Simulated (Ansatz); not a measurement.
**C₈H₂₀N₂Si₂: one species, many methods**

The task here is to estimate one member of a computed series from the others.

Computed with Ansatz 0.2.0, Gaussian basis. Level: functionals in def2-TZVPP, the program's frozen cores in correlated methods.

The runs, in order: LDA (SPW92), PBE-D4, revPBE-D4, BLYP-D4, r2SCAN-D4, B97M-V, PBE0-D4, B3LYP-D4, r2SCANh-D4, r2SCAN0-D4, HSE06-D4, BHLYP-D4, CAM-B3LYP-D4, LC-ωPBE, ωB97X-V, ωB97M-V, B2PLYP, PBE-QIDH; CCSD(T)/def2-SVP; CCSD(T)/def2-TZVPP; MP2/def2-QZVPP; extrapolation to the limit; RPA on PBE.

## The relaxed structure

The geometry comes from an earlier relaxation with PBE0-D4 in a triple-zeta def2 set; it is a stationary point, not always the lowest conformer.

SMILES `C[Si](C)(C)/N=C/C=N/[Si](C)(C)C`, 32 atoms, charge 0, spin multiplicity 1.

Atoms are counted from 1 here; the program's logs count them from 0.

Bond lengths: C1–Si2 1.873 Å, C1–H13 1.093 Å, C1–H14 1.094 Å, C1–H15 1.093 Å, Si2–C3 1.867 Å, Si2–C4 1.867 Å, Si2–N5 1.755 Å, C3–H16 1.093 Å, C3–H17 1.093 Å, C3–H18 1.092 Å, C4–H19 1.092 Å, C4–H20 1.093 Å, C4–H21 1.093 Å, N5–C6 1.261 Å, C6–C7 1.480 Å, C6–H22 1.102 Å, C7–N8 1.261 Å, C7–H23 1.102 Å and more. Angles: Si2–C1–H13 111.7°, Si2–C1–H14 110.3°, Si2–C1–H15 111.7°, H13–C1–H14 107.5°, H13–C1–H15 108.0°, H14–C1–H15 107.5°, C1–Si2–C3 110.4°, C1–Si2–C4 110.4°, C1–Si2–N5 112.5°, C3–Si2–C4 111.1°, C3–Si2–N5 106.1°, C4–Si2–N5 106.1°, Si2–C3–H16 110.9°, Si2–C3–H17 111.0°, Si2–C3–H18 110.6°, H16–C3–H17 108.0°, H16–C3–H18 108.2°, H17–C3–H18 108.0° and more.

As a file:

```xyz
32

C    -2.96841    2.21441   -1.55211
Si   -3.20780    1.02413   -0.12537
C    -4.42328   -0.31439   -0.59029
C    -3.76954    1.94091    1.40087
N    -1.72302    0.20147    0.31878
C    -0.60038    0.37026   -0.23098
C     0.59299   -0.37718    0.22389
N     1.71647   -0.20557   -0.32329
Si    3.20176   -1.02625    0.12282
C     3.78140   -1.91996   -1.41031
C     2.95652   -2.23635    1.53178
C     4.40612    0.31242    0.61569
H    -2.24495    2.99729   -1.30897
H    -3.91396    2.70574   -1.79854
H    -2.62020    1.70139   -2.45265
H    -5.40425    0.11158   -0.81786
H    -4.08272   -0.86524   -1.47061
H    -4.54238   -1.02775    0.22839
H    -3.87986    1.25490    2.24378
H    -3.04707    2.71030    1.68455
H    -4.73259    2.42956    1.22965
H    -0.39953    1.05937   -1.06768
H     0.39148   -1.06847    1.05864
H     4.74496   -2.40682   -1.23697
H     3.89637   -1.22196   -2.24271
H     3.06492   -2.68841   -1.71117
H     2.23861   -3.01906    1.27222
H     3.90232   -2.72672    1.77919
H     2.59879   -1.73719    2.43636
H     4.05562    0.84893    1.50096
H     5.38762   -0.11139    0.84500
H     4.52770    1.03784   -0.19194
```

Set-up of the first run:

in.yaml reads:

```yaml
crystal:
  periodic: [false, false, false]
  atoms:
    - {symbol: C, position_ang: [-2.968406, 2.214410, -1.552109]}
    - {symbol: Si, position_ang: [-3.207798, 1.024133, -0.125368]}
    - {symbol: C, position_ang: [-4.423283, -0.314386, -0.590293]}
    - {symbol: C, position_ang: [-3.769540, 1.940914, 1.400865]}
    - {symbol: N, position_ang: [-1.723024, 0.201474, 0.318779]}
    - {symbol: C, position_ang: [-0.600384, 0.370258, -0.230977]}
    - {symbol: C, position_ang: [0.592989, -0.377176, 0.223893]}
    - {symbol: N, position_ang: [1.716466, -0.205574, -0.323287]}
    - {symbol: Si, position_ang: [3.201757, -1.026250, 0.122820]}
    - {symbol: C, position_ang: [3.781398, -1.919958, -1.410307]}
    - {symbol: C, position_ang: [2.956520, -2.236350, 1.531781]}
    - {symbol: C, position_ang: [4.406119, 0.312418, 0.615687]}
    - {symbol: H, position_ang: [-2.244952, 2.997287, -1.308970]}
    - {symbol: H, position_ang: [-3.913959, 2.705738, -1.798539]}
    - {symbol: H, position_ang: [-2.620202, 1.701395, -2.452648]}
    - {symbol: H, position_ang: [-5.404254, 0.111583, -0.817860]}
    - {symbol: H, position_ang: [-4.082716, -0.865242, -1.470611]}
    - {symbol: H, position_ang: [-4.542379, -1.027746, 0.228389]}
    - {symbol: H, position_ang: [-3.879855, 1.254896, 2.243779]}
    - {symbol: H, position_ang: [-3.047072, 2.710303, 1.684546]}
    - {symbol: H, position_ang: [-4.732586, 2.429562, 1.229650]}
    - {symbol: H, position_ang: [-0.399527, 1.059374, -1.067682]}
    - {symbol: H, position_ang: [0.391483, -1.068474, 1.058643]}
    - {symbol: H, position_ang: [4.744965, -2.406823, -1.236969]}
    - {symbol: H, position_ang: [3.896368, -1.221965, -2.242711]}
    - {symbol: H, position_ang: [3.064919, -2.688414, -1.711171]}
    - {symbol: H, position_ang: [2.238606, -3.019062, 1.272217]}
    - {symbol: H, position_ang: [3.902316, -2.726718, 1.779188]}
    - {symbol: H, position_ang: [2.598791, -1.737190, 2.436356]}
    - {symbol: H, position_ang: [4.055620, 0.848930, 1.500955]}
    - {symbol: H, position_ang: [5.387620, -0.111395, 0.845002]}
    - {symbol: H, position_ang: [4.527702, 1.037845, -0.191943]}
basis:
  gaussian: {orbitals: def2-TZVPP}
hamiltonian: {xc: lda}
output: {orbitals: {seedname: orbitals}}
```

Command:

```bash
ansatz run in.yaml --threads 11 --pin off --events-out ev --progress --plain --max-ram 110592MiB --backend cuda --devices 0, --max-vram 75GiB
```

Steps of the session up to this table: LDA; PBE-D4 (GGA); revPBE-D4 (GGA); BLYP-D4 (GGA); r2SCAN-D4 (meta-GGA); B97M-V (meta-GGA); PBE0-D4 (hybrid); B3LYP-D4 (hybrid); r2SCANh-D4 (hybrid); r2SCAN0-D4 (hybrid); HSE06-D4 (hybrid); BHLYP-D4 (hybrid); CAM-B3LYP-D4 (range-separated); LC-ωPBE (range-separated); ωB97X-V (range-separated); ωB97M-V (range-separated); B2PLYP (double hybrid); PBE-QIDH (double hybrid).

One table of the session follows, with a row left open; its other results are not shown here.

It belongs to the step «Orbital energies across the functionals». 

| functional | HOMO (eV) | LUMO (eV) | gap (eV) |
| --- | --- | --- | --- |
| LDA (SPW92) | -5.42 | -3.01 | 2.41 |
| PBE-D4 | ? | ? | ? |
| revPBE-D4 | -5.22 | -2.67 | 2.55 |
| BLYP-D4 | -5.21 | -2.61 | 2.60 |
| r2SCAN-D4 | -5.55 | -2.66 | 2.89 |
| B97M-V | -5.71 | -2.53 | 3.18 |
| PBE0-D4 | -6.68 | -1.79 | 4.89 |
| B3LYP-D4 | -6.48 | -2.00 | 4.49 |
| r2SCANh-D4 | -6.07 | -2.30 | 3.78 |
| r2SCAN0-D4 | -6.87 | -1.74 | 5.12 |
| HSE06-D4 | -6.27 | -2.17 | 4.10 |
| BHLYP-D4 | -8.05 | -0.64 | 7.41 |
| CAM-B3LYP-D4 | -8.11 | -0.63 | 7.48 |
| LC-ωPBE | -9.40 | 0.50 | 9.90 |
| ωB97X-V | -9.11 | 0.42 | 9.53 |
| ωB97M-V | -9.04 | 0.34 | 9.38 |

Q: Estimate the row for PBE-D4 from the others.

The run gave: HOMO (eV): -5.29; LUMO (eV): -2.76; gap (eV): 2.52. In the column «HOMO (eV)» it lies between LDA (SPW92) (-5.42) and revPBE-D4 (-5.22).
